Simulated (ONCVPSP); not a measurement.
# Pseudopotential generation for Cu: ONCV, LDA (Perdew-Wang 92)

Task: generate the file, and judge it by its errors in other configurations, its logarithmic derivatives, its ghosts and its cutoff.

Method: ONCVPSP 4.0.1, LDA (Perdew-Wang 92), scalar-relativistic.

### 1 The design

Typed settings, in words:

| Quantity | Value |
| --- | --- |
| element | copper (Cu, Z = 29) |
| type | optimised norm-conserving Vanderbilt (ONCV) |
| frozen core | [Ar] |
| valence charge | 11 |
| reference configuration | 3d10 4s0.5 4p0.5 |
| partial waves | 4s: rc 1.80 bohr, ncon 3, nbas 7, qcut 3.8 1/bohr, 3 projectors, debl 1.2 Ha; 4p: rc 2.95 bohr, ncon 4, nbas 8, qcut 2.4 1/bohr, 2 projectors, debl 0.7 Ha; 3d: rc 1.40 bohr, ncon 3, nbas 7, qcut 11.3 1/bohr, 2 projectors, debl 2.5 Ha |
| local potential | polynomial inside 1.35 bohr (lpopt 2, dvloc0 -1 Ha) |
| core correction | polynomial model core, fcfact 0.25 |

An earlier all-electron run gives the scale for the radii.

All-electron outer shells of the reference configuration (LDA (PZ), scalar-relativistic, ld1.x):

| shell | level (eV) | outermost node (bohr) | outermost maximum (bohr) |
| --- | --- | --- | --- |
| 3s | -115.27 | 0.29 | 0.61 |
| 3p | -73.16 | 0.26 | 0.62 |
| 3d | -6.44 | – | 0.60 |
| 4s | -5.66 | 0.89 | 2.21 |
| 4p | -1.41 | 0.97 | 3.39 |

### 2 Generation

Contents of Cu.dat:

```
# ATOM AND REFERENCE CONFIGURATION
# atsym  z   nc   nv     iexc    psfile
  Cu 29.00    5    3  -001012      upf
#
#   n    l    f
    1    0    2.00
    2    0    2.00
    2    1    6.00
    3    0    2.00
    3    1    6.00
    3    2   10.00
    4    0    0.50
    4    1    0.50
#
# PSEUDOPOTENTIAL AND OPTIMIZATION
# lmax
    2
#
#   l,   rc,      ep,       ncon, nbas, qcut
    0    1.80    0.00    3    7    3.80
    1    2.95    0.00    4    8    2.40
    2    1.40    0.00    3    7   11.30
#
# LOCAL POTENTIAL
# lloc, lpopt,  rc(5),   dvloc0
    4    2    1.35   -1.00
#
# VANDERBILT-KLEINMAN-BYLANDER PROJECTORs
# l, nproj, debl
    0    3    1.20
    1    2    0.70
    2    2    2.50
#
# MODEL CORE CHARGE
# icmod, fcfact, rcfact
    1    0.25    0.00
#
# LOG DERIVATIVE ANALYSIS
# epsh1, epsh2, depsh
   -2.00    5.00    0.02
#
# OUTPUT GRID
# rlmax, drl
    6.00    0.01
#
# TEST CONFIGURATIONS
# ncnf
    4
# nvcnf
#   n    l    f
    3
    3    2   10.00
    4    0    1.00
    4    1    0.00
#
    3
    3    2   10.00
    4    0    0.00
    4    1    0.00
#
    3
    3    2    9.00
    4    0    0.00
    4    1    0.00
#
    3
    3    2   10.00
    4    0    0.50
    4    1    0.00
#
```

On the command line:

```bash
$ oncvpsp.x < Cu.dat > Cu.out
```

Q: Predict the outcome of this session. Wanted: cutoffs for 1 and 0.1 mHa per electron, occupied waves; bound ghosts; GHOST(+) flags; largest test error; largest phase difference near zero energy, channels read; rms error of d²Exc/dn², without and with the model core.

**Answer**, as computed:

| quantity | value |
| --- | --- |
| cutoffs for 1 and 0.1 mHa per electron, occupied waves | 50 Ha and 56 Ha |
| bound ghosts | s at -113.09 eV |
| GHOST(+) flags | s at 1132 eV |
| largest test error (AE − PS) | -6.3 meV, for 3d10 4s0 4p0 (1 test unsolved) |
| largest phase difference near zero energy, channels read | 0.000 rad |
| rms error of d²Exc/dn², without and with the model core | 5.08 and 2.54 mHa |

In words: A bound ghost (s) makes it unfit for use: electrons can fall into a state that the atom doesn't have. Close by lies the frozen 3s level (-115.3 eV). By total energies transferability is good where solved: the largest error is 6.3 meV on 6.4 eV, for 3d10 4s0 4p0. Atomic tests can pass in spite of a ghost, since they solve only for the levels asked. Of the tests 1 gave no usable energy difference, which is a warning in itself. By its cutoff, 50 Ha for the looser tolerance, it is hard. At the looser tolerance the 3d wave is the slowest; 4s needs 6 Ha. Near zero energy the phases of the channels with partial waves agree within 0.001 rad. The program also flags highly localised states, GHOST(+) (s).
